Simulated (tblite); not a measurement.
# C4H11Ge2NO: the cost of one run

The runs use tblite 0.8.0 and PySCF 2.14.0, with density-fitted response routines of our own; the level of theory stands in each step. All values are computed, except where a source is named. Atoms are numbered from 0 throughout.

### 1 Starting geometry

19 atoms, charge 0, multiplicity 1; geometry from: force field or distance geometry start.

Bonds of the start (Å): C0–C1 1.53, C1–C2 1.52, C2–C3 1.47, C3–N4 1.16, C1–O5 1.42, O5–Ge6 1.81, Ge6–Ge7 2.39, C0–H8 1.11, C0–H9 1.11, C0–H10 1.12, C1–H11 1.11, C2–H12 1.12, C2–H13 1.12, Ge6–H14 1.56, Ge6–H15 1.56, Ge7–H16 1.54, Ge7–H17 1.56, Ge7–H18 1.55.

### 2 Relaxing the molecule with GFN2-xTB

The job: settings as JSON, then the geometry in Å.

```
{"job": {"kind": "relax", "xc": "GFN2-xTB", "basis": "xTB"}, "charge": 0, "multiplicity": 1}
C     -0.596500    -1.449300    -1.087600
C     -0.793900    -0.185800    -0.243300
C     -2.273800     0.130800    -0.091300
C     -2.478700     1.395700     0.635600
N     -2.632000     2.374700     1.234100
O     -0.251500    -0.435100     1.048400
Ge     1.169100     0.648900     1.351700
Ge     2.964000     0.096700    -0.131700
H      0.480900    -1.681000    -1.187300
H     -1.030200    -1.290800    -2.098600
H     -1.113300    -2.317900    -0.615900
H     -0.314400     0.650800    -0.785200
H     -2.810700    -0.683000     0.455200
H     -2.739800     0.246000    -1.102200
H      0.749800     2.133100     1.145600
H      1.645500     0.460000     2.829400
H      4.175500     1.011400     0.155600
H      3.356500    -1.396400     0.071800
H      2.483800     0.300300    -1.591700
```

The run is started by

```console
$ OMP_NUM_THREADS=1 python probes_run.py task.json out
```

This one command runs all jobs of the session in turn.

**Question.** How long does this first job take on 1 thread of Arm Neoverse N1, shared host, and how much memory does it need?

About 3.7 s, with a peak of 0.18 GiB.
